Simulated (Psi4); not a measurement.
# One shape, several levels: CHF3O3S (triflic acid)

Aim: a comparison of 5 runs (BLYP/6-31G*, M06-L/6-31G*, SVWN5/6-31G*, TPSS/6-31G*, revPBE/6-31G*) of CHF3O3S (triflic acid). 

The results are computed with Psi4 1.11.

## (1) The structure to begin with

The species is CHF3O3S (9 atoms), meant as a singlet with charge 0. SMILES: `O=S(=O)(O)C(F)(F)F`. The S2–C5 distance was set to 2.403 Å, away from the relaxed value.

Bond lengths: O1–S2 1.422 Å, S2–O3 1.414 Å, S2–O4 1.577 Å, C5–F6 1.327 Å, C5–F7 1.320 Å, C5–F8 1.319 Å, O4–H9 0.968 Å. Angles: O1–S2–O3 123.8°, O1–S2–O4 109.3°, O3–S2–O4 107.4°, F6–C5–F7 109.4°, F6–C5–F8 109.2°, F7–C5–F8 109.7°, S2–O4–H9 109.3°.

## (2) Energy and gradient at BLYP/6-31G(d) (spherical functions) (run 1)

Contents of calc.in:

```
memory 2.2 GB

molecule m {
  0 1
  O      2.93191575    -1.99286738     2.38412572
  S      0.73153755    -2.36527570     0.88865316
  O      0.44048193    -4.36594765    -0.85809629
  O     -1.67075789    -2.36340488     2.65318493
  C      0.00591484     1.50560150    -1.37048608
  F     -0.14467743     3.40479515     0.26112236
  F      1.91690039     1.89751180    -2.92437008
  F     -2.11823181     1.36784046    -2.66884131
  H     -1.25583072    -1.55469658     4.24144304
  units au
  symmetry c1
  no_reorient
  no_com
}

set globals {
  basis                6-31G*
  puream               true
  e_convergence        1e-09
  d_convergence        1e-08
  scf_type             pk
  dft_radial_points    99
  dft_spherical_points 590
}

result, w = gradient('blyp', return_wfn=True)
oeprop(w, 'MULLIKEN_CHARGES', 'QUADRUPOLE', 'WIBERG_LOWDIN_INDICES', title='BLYP')
```

Started as:

```sh
psi4 -i calc.in -o calc.out -n 1
```

calc.out:

```text
[...]
  Running in c1 symmetry.
[...]
  Nuclear repulsion =  532.670547651847414
[...]
  Multiplicity = 1
[...]
  Nalpha       = 37
  Nbeta        = 37
[...]
    Number of basis functions: 118
[...]
   @RKS iter   1:  -961.34702890254709    7.26781e-01   1.01312e-02 ADIIS/DIIS
[...]
   @RKS iter  15:  -961.87449924072541   -9.09495e-13   7.95017e-09 DIIS
[...]
  @RKS Final Energy:  -961.87449924072541
   => Energetics <=
    Nuclear Repulsion Energy =            532.6705476518474143
    One-Electron Energy =               -2388.7533056219263017
    Two-Electron Energy =                 982.9108479711816244
    DFT Exchange-Correlation Energy =     -88.7025892418280080
    Empirical Dispersion Energy =           0.0000000000000000
    VV10 Nonlocal Energy =                  0.0000000000000000
    Total Energy =                       -961.8744992407254131
[...]
  -Total Gradient:
     Atom            X                  Y                   Z
    ------   -----------------  -----------------  -----------------
       1       -0.064586269535    -0.009260652842    -0.046470823501
       2        0.015835386892    -0.092385071241     0.051313981281
       3        0.010602454767     0.062673942386     0.051018476911
       4        0.048069880209     0.009507598731    -0.019325447046
       5       -0.006658311870     0.033838126739    -0.021910668237
       6       -0.000234960709    -0.009231578654    -0.018847721305
       7       -0.019212135131     0.003306211036     0.010605558361
       8        0.019216416224     0.009168308502     0.008520707075
       9       -0.003030194056    -0.007685952266    -0.014883725914
[...]
 Multipole Moments:
 ------------------------------------------------------------------------------------
     Multipole            Electronic (a.u.)      Nuclear  (a.u.)        Total (a.u.)
 ------------------------------------------------------------------------------------
 L = 1.  Multiply by 2.5417464519 to convert [e a0] to [Debye]
 Dipole X            :        -21.4716883           20.9832978           -0.4883905
 Dipole Y            :         40.8287206          -40.1119314            0.7167893
 Dipole Z            :          4.9974044           -4.3181093            0.6792951
 Magnitude           :                                                    1.1017051
 L = 2.  Multiply by 1.3450342976 to convert [e a0^2] to [Debye ang]
 Quadrupole XX       :       -215.0546050          176.4334675          -38.6211375
 Quadrupole XY       :         54.4880873          -53.9915751            0.4965122
[...]
  Mulliken Charges: (a.u.)
   Center  Symbol    Alpha    Beta     Spin     Total
       1     O     4.21194  4.21194  0.00000 -0.42388
       2     S     7.52231  7.52231  0.00000  0.95539
       3     O     4.19487  4.19487  0.00000 -0.38973
       4     O     4.27819  4.27819  0.00000 -0.55638
       5     C     2.70694  2.70694  0.00000  0.58613
       6     F     4.60633  4.60633  0.00000 -0.21266
       7     F     4.59841  4.59841  0.00000 -0.19681
       8     F     4.59883  4.59883  0.00000 -0.19765
       9     H     0.28220  0.28220  0.00000  0.43560
   Total alpha = 37.00000, Total beta = 37.00000, Total charge =  0.00000
[...]
```

Run time: 27 s. Hardware: 1 thread of Intel Xeon 6975P-C (Granite Rapids), shared host; peak memory 0.71 GiB.

## (3) Energy and gradient at M06-L/6-31G(d) (spherical functions) (run 2)

Contents of job.inp:

```
memory 2200 MB

molecule system {
  0 1
  O
  S 1 r2
  O 2 r3 1 a3
  O 2 r4 3 a4 1 d4
  C 2 r5 3 a5 4 d5
  F 5 r6 2 a6 3 d6
  F 5 r7 6 a7 2 d7
  F 5 r8 7 a8 6 d8
  H 4 r9 2 a9 3 d9

  r2 = 1.421586
  r3 = 1.413858
  a3 = 123.84682
  r4 = 1.577321
  a4 = 107.43935
  d4 = -128.88655
  r5 = 2.4026
  a5 = 107.19936
  d5 = -106.17202
  r6 = 1.327355
  a6 = 109.35718
  d6 = 170.03133
  r7 = 1.319766
  a7 = 109.40843
  d7 = -119.01937
  r8 = 1.319414
  a8 = 109.69541
  d8 = 119.80667
  r9 = 0.968371
  a9 = 109.34962
  d9 = 156.2232
  symmetry c1
}

set basis 6-31G*
set reference rks
set puream true
set e_convergence 1e-09
set d_convergence 1e-08
set scf_type pk
set dft_radial_points 99
set dft_spherical_points 590

energy_value, wavefunction = gradient('m06-l', return_wfn=True)
oeprop(wavefunction, 'MAYER_INDICES', 'WIBERG_LOWDIN_INDICES', 'MULLIKEN_CHARGES')
```

Started as:

```sh
psi4 job.inp job.out -n 1
```

job.out, cut to the lines that bear on the results:

```text
[...]
  Running in c1 symmetry.
[...]
  Nuclear repulsion =  532.670568721239874
[...]
  Multiplicity = 1
[...]
  Nalpha       = 37
  Nbeta        = 37
[...]
    Number of basis functions: 118
[...]
   @RKS iter   1:  -961.48967304896905    4.35055e-01   8.84873e-03 ADIIS/DIIS
[...]
   @RKS iter  14:  -961.89389565676993   -1.78488e-11   6.35544e-09 DIIS
[...]
  @RKS Final Energy:  -961.89389565676993
   => Energetics <=
    Nuclear Repulsion Energy =            532.6705687212398743
    One-Electron Energy =               -2388.5401159679290686
    Two-Electron Energy =                 982.7212949568996692
    DFT Exchange-Correlation Energy =     -88.7456433669803317
    Empirical Dispersion Energy =           0.0000000000000000
    VV10 Nonlocal Energy =                  0.0000000000000000
    Total Energy =                       -961.8938956567699279
[...]
 Multipole Moments:
 ------------------------------------------------------------------------------------
     Multipole            Electronic (a.u.)      Nuclear  (a.u.)        Total (a.u.)
 ------------------------------------------------------------------------------------
 L = 1.  Multiply by 2.5417464519 to convert [e a0] to [Debye]
 Dipole X            :         -5.7248106            6.0699009            0.3450903
 Dipole Y            :          2.7896472           -1.7430708            1.0465764
 Dipole Z            :          1.7140404           -1.8307394           -0.1166990
 Magnitude           :                                                    1.1081643
[...]
  -Total Gradient:
     Atom            X                  Y                   Z
    ------   -----------------  -----------------  -----------------
       1       -0.002315374688    -0.000809015370     0.048056367639
       2        0.070445268785    -0.048253960949    -0.022852190491
       3       -0.002735260955     0.039818454066    -0.028650765274
       4       -0.023990803355    -0.014312384564    -0.015536118093
       5       -0.026151411069     0.017043028270     0.010725321969
       6       -0.006154836202     0.001877969396     0.003317564448
       7       -0.002134577073     0.005030333496     0.002921790189
       8       -0.005830278314     0.003968170916    -0.002187848559
       9       -0.001163554614    -0.004111541707     0.004347286379
[...]
  Mulliken Charges: (a.u.)
   Center  Symbol    Alpha    Beta     Spin     Total
[...]
```

Run time: 47 s. Hardware: 1 thread of Intel Xeon 6975P-C (Granite Rapids), shared host; peak memory 0.72 GiB.

Runs 3 to 4 aren't shown in full; the table further down has their settings and results.

## (4) Energy and forces at revPBE/6-31G(d) (spherical functions) (run 5)

Contents of run.py:

```python
import psi4

psi4.set_memory(2200000000)
psi4.set_num_threads(1)
psi4.core.set_output_file('chf3o3s.out', False)

molecule = psi4.geometry("""
0 1
O      1.551503    -1.054580     1.261625
S      0.387113    -1.251650     0.470255
O      0.233093    -2.310360    -0.454085
O     -0.884127    -1.250660     1.404005
C      0.003130     0.796730    -0.725230
F     -0.076560     1.801740     0.138180
F      1.014380     1.004120    -1.547510
F     -1.120920     0.723830    -1.412290
H     -0.664557    -0.822710     2.244475
symmetry c1
no_reorient
no_com
""")

psi4.set_options({
    'basis': '6-31G*',
    'puream': True,
    'e_convergence': 1e-09,
    'd_convergence': 1e-08,
    'scf_type': 'pk',
    'dft_radial_points': 99,
    'dft_spherical_points': 590,
})

result, w = psi4.gradient("revpbe", return_wfn=True)
psi4.oeprop(w, "WIBERG_LOWDIN_INDICES", "MULLIKEN_CHARGES", "DIPOLE")
print('gradient / Eh bohr^-1')
print(result.np.round(6))
print(f'energy = {w.energy():.10f} Eh')
```

Started as:

```sh
python run.py
```

chf3o3s.out, cut to the lines that bear on the results:

```text
[...]
  Running in c1 symmetry.
[...]
  Nuclear repulsion =  532.670547746391549
[...]
  Multiplicity = 1
[...]
  Nalpha       = 37
  Nbeta        = 37
[...]
    Number of basis functions: 118
[...]
   @RKS iter   1:  -961.24993302232417    6.41474e-01   9.27498e-03 DIIS/ADIIS
[...]
   @RKS iter  15:  -961.69944260794125   -1.02318e-12   5.27479e-09 DIIS
[...]
  @RKS Final Energy:  -961.69944260794125
   => Energetics <=
    Nuclear Repulsion Energy =            532.6705477463915486
    One-Electron Energy =               -2388.6451635451103357
    Two-Electron Energy =                 982.7693081134563045
    DFT Exchange-Correlation Energy =     -88.4941349226788105
    Empirical Dispersion Energy =           0.0000000000000000
    VV10 Nonlocal Energy =                  0.0000000000000000
    Total Energy =                       -961.6994426079412506
[...]
  -Total Gradient:
     Atom            X                  Y                   Z
    ------   -----------------  -----------------  -----------------
       1       -0.062743065978    -0.009237661020    -0.044897624443
       2        0.016447843495    -0.092235521444     0.049442840661
       3        0.010643421475     0.060648070219     0.049644574599
       4        0.046301273439     0.009324065741    -0.018384415470
       5       -0.006759603202     0.034129774588    -0.022204601108
       6       -0.000322429761    -0.008279359251    -0.018152294676
       7       -0.018419025201     0.003586529320     0.009878656210
       8        0.018285981109     0.009237081663     0.007898199727
       9       -0.003432722922    -0.007245612372    -0.013205393503
[...]
 Multipole Moments:
 ------------------------------------------------------------------------------------
[...]
  Mulliken Charges: (a.u.)
   Center  Symbol    Alpha    Beta     Spin     Total
       1     O     4.22062  4.22062  0.00000 -0.44125
       2     S     7.49504  7.49504  0.00000  1.00992
       3     O     4.20352  4.20352  0.00000 -0.40704
       4     O     4.29018  4.29018  0.00000 -0.58035
       5     C     2.69002  2.69002  0.00000  0.61996
       6     F     4.61311  4.61311  0.00000 -0.22622
       7     F     4.60528  4.60528  0.00000 -0.21056
       8     F     4.60573  4.60573  0.00000 -0.21147
       9     H     0.27649  0.27649  0.00000  0.44702
   Total alpha = 37.00000, Total beta = 37.00000, Total charge =  0.00000
[...]
```

The script printed:

```text
gradient / Eh bohr^-1
[[-0.062743 -0.009238 -0.044898]
 [ 0.016448 -0.092236  0.049443]
 [ 0.010643  0.060648  0.049645]
 [ 0.046301  0.009324 -0.018384]
 [-0.00676   0.03413  -0.022205]
 [-0.000322 -0.008279 -0.018152]
 [-0.018419  0.003587  0.009879]
 [ 0.018286  0.009237  0.007898]
 [-0.003433 -0.007246 -0.013205]]
energy = -961.6994426079 Eh
```

Wall time 29 s (1 thread of Intel Xeon 6975P-C (Granite Rapids), shared host); peak memory 0.71 GiB.

## (5) The series

```
run                                level      task  energy (Eh)  dipole moment (D)  HOMO energy (eV)  LUMO energy (eV)  wall time
  1    BLYP/6-31G* (spherical functions)  gradient  -961.874499               2.80             -6.75             -2.91       27 s
  2   M06-L/6-31G* (spherical functions)  gradient  -961.893896               2.82             -7.30             -3.06       47 s
  3   SVWN5/6-31G* (spherical functions)  gradient  -956.786534               2.88             -7.12             -3.20       20 s
  4    TPSS/6-31G* (spherical functions)    energy  -962.018198               2.80             -7.03             -3.00       43 s
  5  revPBE/6-31G* (spherical functions)  gradient  -961.699443               2.79             -6.82             -2.88       29 s
```

## (6) Summary of results

| quantity | value |
| --- | --- |
| run 5: total energy | -961.69944 Eh |
| run 5: dipole moment | 2.79 D |
| run 5: HOMO energy | -6.82 eV |
| run 5: LUMO energy | -2.88 eV |
| run 5: HOMO–LUMO gap | 3.94 eV |
| run 5: largest force on an atom | 5.447 eV/Å |

The dipole moment (its size) runs from 2.79 D (revPBE/6-31G*) to 2.88 D (SVWN5/6-31G*). The HOMO–LUMO gap runs from 3.84 eV (BLYP/6-31G*) to 4.23 eV (M06-L/6-31G*). Totals of different functionals can't be ranked against each other. All runs together took 2.8 min, the longest 47 s.
